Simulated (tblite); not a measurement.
# C4H11NOSi: the cost of one run

The runs use tblite 0.8.0 and PySCF 2.14.0, with density-fitted response routines of our own; the level of theory stands in each step. All values are computed, except where a source is named. Atoms are numbered from 0 throughout.

### 1 Starting geometry

18 atoms, charge 0, multiplicity 1; geometry from: force field or distance geometry start.

Bonds of the start (Å): C0–N1 1.30, N1–Si2 1.75, Si2–C3 1.92, C3–C4 1.54, C3–C5 1.53, C5–O6 1.43, C0–H7 1.10, C0–H8 1.10, Si2–H9 1.47, Si2–H10 1.48, C3–H11 1.10, C4–H12 1.10, C4–H13 1.09, C4–H14 1.09, C5–H15 1.09, C5–H16 1.09, O6–H17 0.98.

### 2 Relaxing the molecule with GFN2-xTB

What the job is given:

```
{"job": {"kind": "relax", "xc": "GFN2-xTB", "basis": "xTB"}, "charge": 0, "multiplicity": 1}
C      2.642100     1.319700     1.170100
N      1.505200     1.139100     0.559100
Si     0.894000    -0.501700     0.627100
C     -0.938700    -0.307700     0.106500
C     -1.610900    -1.674900    -0.123500
C     -1.128500     0.586000    -1.119300
O     -0.911400     1.959400    -0.788500
H      3.217600     0.548900     1.708300
H      3.083000     2.328900     1.172100
H      1.640100    -1.317600    -0.344600
H      1.027200    -1.030200     1.998200
H     -1.441100     0.159300     0.969500
H     -2.681200    -1.542100    -0.336400
H     -1.525500    -2.324400     0.744900
H     -1.160700    -2.190200    -0.978000
H     -2.152800     0.516800    -1.479300
H     -0.450800     0.321300    -1.936700
H     -0.016200     2.015600    -0.387800
```

The run is started by

```console
$ OMP_NUM_THREADS=1 python probes_run.py task.json out
```

This one command runs all jobs of the session in turn.

Q: Estimate the wall time of this first job on 1 thread of Arm Neoverse N1, shared host.

About 1.4 s.
